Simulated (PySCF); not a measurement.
# BNH2ClF (SMILES NB(F)Cl): levels of theory compared

Aim: a comparison of 6 runs (HF/STO-3G, HF/def2-SVP, B2PLYP/def2-SVP, PBE0/def2-SVP, PBE0/cc-pVTZ, CCSD/6-31G*) of BNH2ClF. The job is set up through a Python script.

The calculation is run with PySCF 2.14.0.

**1. Starting point**

The species is BNH2ClF (6 atoms), meant as a singlet with charge 0. As SMILES, `NB(F)Cl`. The coordinates come from a PBE0-D4/def2-TZVP relaxation.

Bond lengths: N1–B2 1.388 Å, B2–F3 1.328 Å, B2–Cl4 1.766 Å, N1–H5 1.003 Å, N1–H6 1.005 Å. Angles: N1–B2–F3 120.6°, N1–B2–Cl4 121.2°, F3–B2–Cl4 118.2°, B2–N1–H5 122.7°, B2–N1–H6 122.0°, H5–N1–H6 115.3°.

**2. Energy and forces at HF/STO-3G (run 1)**

run.py

```python
# NB(F)Cl
import pyscf.grad
from pyscf import gto

mol = gto.M(
    atom='''
N      0.007181     1.456412     0.048188
B      0.103746    -1.162937     0.118486
F      1.067317    -2.354032     2.106289
Cl    -1.044263    -3.002397    -2.417338
H     -0.707513     2.416771    -1.422208
H      0.653467     2.525619     1.479278
''',
    unit='bohr',
    verbose=3,
    spin=0,
    max_memory=1860,
    basis='sto-3g',
)

hf = mol.RHF()
hf.conv_tol = 1e-10
hf.kernel()
if not hf.converged:
    hf = hf.newton().run(hf.mo_coeff, hf.mo_occ)

energy = hf.e_tot
print('Final energy', energy)
grad = hf.Gradients().kernel()
dip = hf.dip_moment()
pop, q = hf.mulliken_pop()
```

Started as:

```
$ OMP_NUM_THREADS=1 python run.py
```

Log:

```text
converged SCF energy = -632.045621361108
Final energy -632.0456213611085
--------------- RHF gradients ---------------
         x                y                z
0 N     0.0009017276     0.0203110717     0.0029634258
1 B    -0.0192421341    -0.0013310074    -0.0410030601
2 F     0.0085324531    -0.0103141808     0.0176143139
3 Cl     0.0088059068     0.0104412407     0.0192758756
4 H     0.0048956287    -0.0099590907     0.0098923406
5 H    -0.0038935821    -0.0091480336    -0.0087428957
----------------------------------------------
Dipole moment(X, Y, Z, Debye):  0.45756,  2.94840,  1.12590
 ** Mulliken pop  **
pop of  0 N 1s            1.99464
pop of  0 N 2s            1.46789
pop of  0 N 2px           1.63152
pop of  0 N 2py           1.19541
pop of  0 N 2pz           1.22302
pop of  1 B 1s            1.99060
pop of  1 B 2s            0.74963
pop of  1 B 2px           0.50082
pop of  1 B 2py           0.63813
pop of  1 B 2pz           0.54603
pop of  2 F 1s            1.99869
pop of  2 F 2s            1.93099
pop of  2 F 2px           1.78926
pop of  2 F 2py           1.83495
pop of  2 F 2pz           1.63997
pop of  3 Cl 1s           1.99996
pop of  3 Cl 2s           1.99870
pop of  3 Cl 3s           1.96309
pop of  3 Cl 2px          1.99787
pop of  3 Cl 2py          1.99656
pop of  3 Cl 2pz          1.99396
pop of  3 Cl 3px          1.87377
pop of  3 Cl 3py          1.80729
pop of  3 Cl 3pz          1.65544
pop of  4 H 1s            0.78871
pop of  5 H 1s            0.79310
 ** Mulliken atomic charges  **
charge of    0N =     -0.51248
charge of    1B =      0.57479
charge of    2F =     -0.19386
charge of    3Cl =     -0.28664
charge of    4H =      0.21129
charge of    5H =      0.20690
```

Wall time 2.1 s (1 thread of Intel Xeon at 2.70GHz, shared host); peak memory 0.12 GiB.

**3. Energy and forces at HF/def2-SVP (run 2)**

run.py

```python
from pyscf import gto

molecule = gto.Mole()
molecule.atom = [
    ('N', (0.003800, 0.770700, 0.025500)),
    ('B', (0.054900, -0.615400, 0.062700)),
    ('F', (0.564800, -1.245700, 1.114600)),
    ('Cl', (-0.552600, -1.588800, -1.279200)),
    ('H', (-0.374400, 1.278900, -0.752600)),
    ('H', (0.345800, 1.336500, 0.782800)),
]
molecule.basis = 'def2-svp'
molecule.verbose = 3
molecule.spin = 0
molecule.max_memory = 1860
molecule.build()

hf = molecule.RHF()
hf.conv_tol = 1e-10
hf.kernel()
if not hf.converged:
    hf = hf.newton().run(hf.mo_coeff, hf.mo_occ)

e_tot = hf.e_tot
print('E(%s) = %.9f' % ('HF', e_tot))
grad = hf.nuc_grad_method().kernel()
hf.analyze()
```

Started as:

```
$ OMP_NUM_THREADS=1 python run.py
```

Log:

```text
converged SCF energy = -639.115004352479
[... 17 lines left out ...]
MO #7   energy= -8.01916486621982  occ= 2
[... 8 lines left out ...]
MO #16  energy= -0.648628100162082 occ= 2
[... 8 lines left out ...]
MO #25  energy= 0.323440195903851  occ= 0
[... 8 lines left out ...]
MO #34  energy= 0.926782075431767  occ= 0
[... 8 lines left out ...]
MO #43  energy= 1.18746371622475   occ= 0
[... 8 lines left out ...]
MO #52  energy= 1.7675683114052    occ= 0
[... 8 lines left out ...]
MO #61  energy= 2.90214292414365   occ= 0
[... 8 lines left out ...]
MO #70  energy= 4.23255596053658   occ= 0
[... 7 lines left out ...]
Dipole moment(X, Y, Z, Debye): -0.07615,  2.97653, -0.00745
```

It took 5.7 s on 1 thread of Intel Xeon at 2.70GHz, shared host; peak memory 0.14 GiB.

Runs 3 to 4 aren't shown in full; the table further down has their settings and results.

**4. Energy and gradient at PBE0/cc-pVTZ (run 5)**

input.xyz

```xyz
6
BClFH2N
N      0.003800     0.770700     0.025500
B      0.054900    -0.615400     0.062700
F      0.564800    -1.245700     1.114600
Cl    -0.552600    -1.588800    -1.279200
H     -0.374400     1.278900    -0.752600
H      0.345800     1.336500     0.782800
```

job.py

```python
from pyscf import gto, dft

system = gto.Mole()
system.atom = 'input.xyz'
system.spin = 0
system.max_memory = 1860
system.basis = 'cc-pvtz'
system.charge = 0
system.verbose = 3
system.build()

mf = dft.RKS(system)
mf.xc = 'pbe0'
mf.conv_tol = 1e-10
mf.grids.level = 5
mf.kernel()
if not mf.converged:
    mf = mf.newton().run(mf.mo_coeff, mf.mo_occ)

e_tot = mf.e_tot
print('E(%s) = %.9f' % ('PBE0', e_tot))
grad = mf.nuc_grad_method().kernel()
mf.analyze()
```

Started as:

```
$ OMP_NUM_THREADS=1 python job.py
```

Log:

```text
converged SCF energy = -640.750785960345
[... 18 lines left out ...]
MO #8   energy= -6.87309531310621  occ= 2
[... 17 lines left out ...]
MO #26  energy= 0.172319459004888  occ= 0
[... 17 lines left out ...]
MO #44  energy= 0.661256516995531  occ= 0
[... 17 lines left out ...]
MO #62  energy= 1.35105231333519   occ= 0
[... 17 lines left out ...]
MO #80  energy= 2.07646882097879   occ= 0
[... 17 lines left out ...]
MO #98  energy= 2.96804692931962   occ= 0
[... 17 lines left out ...]
MO #116 energy= 4.10905088323498   occ= 0
[... 17 lines left out ...]
MO #134 energy= 5.79871178185177   occ= 0
[... 17 lines left out ...]
MO #152 energy= 13.1399876039876   occ= 0
[... 7 lines left out ...]
Dipole moment(X, Y, Z, Debye): -0.02444,  2.84443,  0.09566
```

Wall time 75 s (1 thread of Intel Xeon at 2.70GHz, shared host); peak memory 1.8 GiB.

**5. The energy at CCSD/6-31G(d) (spherical functions) (run 6)**

geometry.xyz

```xyz
6

N      0.003800     0.770700     0.025500
B      0.054900    -0.615400     0.062700
F      0.564800    -1.245700     1.114600
Cl    -0.552600    -1.588800    -1.279200
H     -0.374400     1.278900    -0.752600
H      0.345800     1.336500     0.782800
```

input.py

```python
# NB(F)Cl
from pyscf import gto, scf, cc

system = gto.Mole()
system.atom = 'geometry.xyz'
system.charge = 0
system.max_memory = 1860
system.basis = '6-31g*'
system.verbose = 4
system.build()

hf = scf.RHF(system)
hf.conv_tol = 1e-10
hf.kernel()
if not hf.converged:
    hf = hf.newton().run(hf.mo_coeff, hf.mo_occ)

mycc = cc.CCSD(hf, frozen=8)
mycc.kernel()
e_final = mycc.e_tot
print('E(%s) = %.9f' % ('CCSD', e_final))
hf.analyze()
```

Started as:

```
$ OMP_NUM_THREADS=1 python input.py
```

Log:

```text
PySCF version 2.14.0

[... 60 lines left out ...]
converged SCF energy = -639.371502376501
[... 37 lines left out ...]
MO #1   energy= -104.806148026748  occ= 2
[... 8 lines left out ...]
MO #10  energy= -1.1910585132935   occ= 2
[... 8 lines left out ...]
MO #19  energy= -0.462357890954384 occ= 2
[... 8 lines left out ...]
MO #28  energy= 0.595024078003008  occ= 0
[... 8 lines left out ...]
MO #37  energy= 1.07040637639898   occ= 0
[... 8 lines left out ...]
MO #46  energy= 1.49269854167869   occ= 0
[... 8 lines left out ...]
MO #55  energy= 2.12805288328429   occ= 0
[... 8 lines left out ...]
MO #64  energy= 3.52120224897912   occ= 0
[... 73 lines left out ...]
Dipole moment(X, Y, Z, Debye):  0.05470,  3.05830,  0.27512
```

Run time: 5.7 s. Hardware: 1 thread of Intel Xeon at 2.70GHz, shared host; peak memory 0.21 GiB.

**6. Overview of the runs**

```
run                              level      task  frozen core orbitals  energy (Eh)  dipole moment (D) of the reference  HOMO energy (eV)  LUMO energy (eV)  wall time
  1                          HF/STO-3G  gradient                     –  -632.045621                                3.19            -10.12              8.81      2.1 s
  2                        HF/def2-SVP  gradient                     –  -639.115004                                2.98            -11.93              4.64      5.7 s
  3                    B2PLYP/def2-SVP    energy                     8  -640.418443                                2.93             -9.63              2.62       13 s
  4                      PBE0/def2-SVP  gradient                     –  -640.380614                                2.95             -8.35              1.44       17 s
  5                       PBE0/cc-pVTZ  gradient                     –  -640.750786                                2.85             -8.54              1.02       75 s
  6  CCSD/6-31G* (spherical functions)    energy                     8  -639.930465                                3.07            -11.93              5.52      5.7 s
```

**7. What came out**

```
                                          quantity          value
                               run 6: total energy  -639.93047 Eh
       run 6: dipole moment (Hartree–Fock density)         3.07 D
        run 6: HOMO energy (Hartree–Fock orbitals)      -11.93 eV
        run 6: LUMO energy (Hartree–Fock orbitals)        5.52 eV
      run 6: HOMO–LUMO gap (Hartree–Fock orbitals)       17.45 eV
run 6: correlation energy (8 core orbitals frozen)     -559.0 mEh
                              run 6: T1 diagnostic          0.012
```

Over runs 1, 2, 3, 4, 5 the dipole moment (its size) runs from 2.85 D (PBE0/cc-pVTZ) to 3.19 D (HF/STO-3G). The two ends differ in method and basis. Over runs 1, 2, 3, 4, 5 the HOMO–LUMO gap runs from 9.56 eV (PBE0/cc-pVTZ) to 18.93 eV (HF/STO-3G). Totals of different functionals can't be ranked against each other. In run 1 the basis is minimal, so the values are rough. All runs together took 2 min, the longest 75 s.
